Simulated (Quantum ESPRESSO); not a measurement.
Write the native input for Quantum ESPRESSO 7.5 that does the following.

| Item | Value |
| --- | --- |
| Task | relaxation of the atoms |
| Functional | PBEsol |
| Dispersion | D3 |
| Potentials or basis | GBRV 1.5 PBEsol |
| Cutoff | 830 eV |
| Density cutoff | 4150 eV |
| k mesh | 9 × 9 × 1 |
| Occupations | gaussian, width 0.2 eV |
| Spin | no spin polarisation |
| Boundary across the vacuum | none |
| Real-space augmentation (tqr) | yes |
| Most ionic steps | 30 |
| Forc conv thr | 0.001 Ry/bohr |
| Etot conv thr | 0.0001 Ry |
| Upscale | 10 |
| Ion dynamics | bfgs |
| Mixing mode | local-TF |
| Mixing beta | 0.3 |
| Most SCF iterations | 150 |
| SCF threshold | 2e-08 Ry |

Sheet: Sn, a sheet with vacuum.

```
Sn
1.0
     2.96705    0.00000    0.00000
     0.00000    2.96703    0.00000
     0.00000    0.00000   23.80000
Sn
1
Direct
  0.00000 0.00000 0.29412
```

The cell was built by a generator and needn't be a form met in nature.

One way to write it, as run:

pw.in

```
&CONTROL
  calculation = 'relax'
  prefix = 'pwscf'
  outdir = './tmp'
  pseudo_dir = './pseudo'
  tprnfor = .true.
  disk_io = 'low'
  nstep = 30
  forc_conv_thr = 0.001
  etot_conv_thr = 0.0001
  max_seconds = 1790
/
&SYSTEM
  ibrav = 0
  celldm(1) = 8
  nat = 1
  ntyp = 1
  ecutwfc = 61
  ecutrho = 305
  nbnd = 13
  occupations = 'smearing'
  smearing = 'gaussian'
  degauss = 0.01469973
  vdw_corr = 'grimme-d3'
  dftd3_version = 3
/
&ELECTRONS
  conv_thr = 2d-08
  electron_maxstep = 150
  mixing_beta = 0.3
  mixing_mode = 'local-TF'
  tqr = .true.
/
&IONS
  upscale = 10
  ion_dynamics = 'bfgs'
/
ATOMIC_SPECIES
Sn   118.7100 sn_pbesol_v1.4.uspp.F.UPF
CELL_PARAMETERS alat
  0.7008639872589   0.0000000000000   0.0000000000000
  0.0000000000000   0.7008592629435   0.0000000000000
  0.0000000000000   0.0000000000000   5.6219352207617
ATOMIC_POSITIONS crystal
Sn     0.0000000000    0.0000000000    0.2941200000
K_POINTS automatic
9 9 1 0 0 0
```

pp_density.in

```
&INPUTPP
  prefix = 'pwscf'
  outdir = './tmp'
  filplot = 'density.dat'
  plot_num = 0
/
&PLOT
  nfile = 1
  filepp(1) = 'density.dat'
  iflag = 3
  output_format = 6
  fileout = 'density.cube'
/
```

pp_potential.in

```
&INPUTPP
  prefix = 'pwscf'
  outdir = './tmp'
  filplot = 'potential.dat'
  plot_num = 11
/
&PLOT
  nfile = 1
  filepp(1) = 'potential.dat'
  iflag = 3
  output_format = 6
  fileout = 'potential.cube'
/
```

Potentials or basis: GBRV 1.5 PBEsol.

Run with:

```sh
$ OMP_NUM_THREADS=1 mpirun -n 2 pw.x -nk 2 -in pw.in > pw.out
$ OMP_NUM_THREADS=1 mpirun -n 1 pp.x -in pp_density.in > pp_density.out
$ OMP_NUM_THREADS=1 mpirun -n 1 pp.x -in pp_potential.in > pp_potential.out
```

It gave:

| Quantity | Value |
| --- | --- |
| Band gap on the k mesh | none (metal or under the smearing width) |
| Work function of the upper face | 4.45 eV |
| Work function of the lower face | 4.45 eV |

Caveat: real space augmentation costs some meV and hundredths of eV per Å.

It took 4.4 min on 2 MPI ranks on Intel(R) Xeon(R) Processor @ 2.50GHz (Skylake/Cascade Lake), on a shared host, peak memory 0.4 GiB a rank.
